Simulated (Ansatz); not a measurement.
Born–Oppenheimer molecular dynamics of a periodic cell of 36 atoms, Tl (start crystal Tl, start structure hcp, volume 1 times the crystal's). It starts from a structure without forces on its atoms.

Method: Ansatz 0.2.0, DFT PBEsol, scalar-relativistic, plane waves, PAW. Settings: accuracy low, cutoff 420 eV, k mesh 1x1x1, fermi-dirac smearing 0.1 eV, no spin polarisation.

- ensemble: NVT, Langevin thermostat
- time step: 4.5 fs
- steps asked: 250
- set temperature: 900 K
- friction: 0.02 /fs
- seed: 551212

First frame:

```xyz
36
Lattice="10.3800 0.0000 0.0000 -5.1900 8.9893 0.0000 0.0000 0.0000 11.0651" Properties=species:S:1:pos:R:3
Tl 0.000 0.000 0.000
Tl 0.000 1.998 2.766
Tl 0.000 0.000 5.532
Tl 0.000 1.998 8.299
Tl -1.730 2.996 0.000
Tl -1.730 4.994 2.766
Tl -1.730 2.996 5.532
Tl -1.730 4.994 8.299
Tl -3.460 5.993 0.000
Tl -3.460 7.990 2.766
Tl -3.460 5.993 5.532
Tl -3.460 7.990 8.299
Tl 3.460 0.000 0.000
Tl 3.460 1.998 2.766
Tl 3.460 0.000 5.532
Tl 3.460 1.998 8.299
Tl 1.730 2.996 0.000
Tl 1.730 4.994 2.766
Tl 1.730 2.996 5.532
Tl 1.730 4.994 8.299
Tl 0.000 5.993 0.000
Tl 0.000 7.990 2.766
Tl 0.000 5.993 5.532
Tl 0.000 7.990 8.299
Tl 6.920 0.000 0.000
Tl 6.920 1.998 2.766
Tl 6.920 0.000 5.532
Tl 6.920 1.998 8.299
Tl 5.190 2.996 0.000
Tl 5.190 4.994 2.766
Tl 5.190 2.996 5.532
Tl 5.190 4.994 8.299
Tl 3.460 5.993 0.000
Tl 3.460 7.990 2.766
Tl 3.460 5.993 5.532
Tl 3.460 7.990 8.299
```

Q: What does the run give?

A: All steps were run.

```yaml
steps_done: 250
time_covered: 1125 fs
mean_temperature_over_the_second_half: 969 K
spread_of_the_potential_energy_over_the_second_half: 19.1 meV per atom
mean_potential_energy_of_the_second_half_above_the_start: -87.0 meV per atom
```

A run of 1.1 ps of so small a system gives no equilibrium averages. Limits of this set-up: coarse k mesh, low accuracy level.

Q: What happens to the structure?

A: Mean squared displacements from the first frame to the last, about the centre of mass: Tl 0.71 Å². This is one draw of velocities; another would differ in detail.

Q: How do temperature and energy run in time?

A: 
```json
{"time (fs)": "0.0", "T (K)": "875", "potential energy less start (eV)": "0.000"}
{"time (fs)": "54.0", "T (K)": "903", "potential energy less start (eV)": "-0.201"}
{"time (fs)": "108.0", "T (K)": "990", "potential energy less start (eV)": "-0.162"}
{"time (fs)": "162.0", "T (K)": "1040", "potential energy less start (eV)": "-0.914"}
{"time (fs)": "216.0", "T (K)": "924", "potential energy less start (eV)": "-1.115"}
{"time (fs)": "270.0", "T (K)": "871", "potential energy less start (eV)": "-1.770"}
{"time (fs)": "324.0", "T (K)": "1093", "potential energy less start (eV)": "-1.704"}
{"time (fs)": "378.0", "T (K)": "904", "potential energy less start (eV)": "-0.974"}
{"time (fs)": "432.0", "T (K)": "836", "potential energy less start (eV)": "-0.897"}
{"time (fs)": "486.0", "T (K)": "829", "potential energy less start (eV)": "-1.297"}
{"time (fs)": "540.0", "T (K)": "806", "potential energy less start (eV)": "-1.815"}
{"time (fs)": "594.0", "T (K)": "886", "potential energy less start (eV)": "-1.813"}
{"time (fs)": "648.0", "T (K)": "874", "potential energy less start (eV)": "-2.379"}
{"time (fs)": "702.0", "T (K)": "1031", "potential energy less start (eV)": "-2.747"}
{"time (fs)": "756.0", "T (K)": "1011", "potential energy less start (eV)": "-3.100"}
{"time (fs)": "810.0", "T (K)": "993", "potential energy less start (eV)": "-2.846"}
{"time (fs)": "864.0", "T (K)": "989", "potential energy less start (eV)": "-3.802"}
{"time (fs)": "918.0", "T (K)": "1022", "potential energy less start (eV)": "-4.017"}
{"time (fs)": "972.0", "T (K)": "1006", "potential energy less start (eV)": "-3.326"}
{"time (fs)": "1026.0", "T (K)": "968", "potential energy less start (eV)": "-3.473"}
{"time (fs)": "1080.0", "T (K)": "902", "potential energy less start (eV)": "-3.755"}
```

Time of the run: 13 min on 4 threads of Intel(R) Xeon(R) 6975P-C (Granite Rapids) (shared host), peak memory 1.4 GiB.
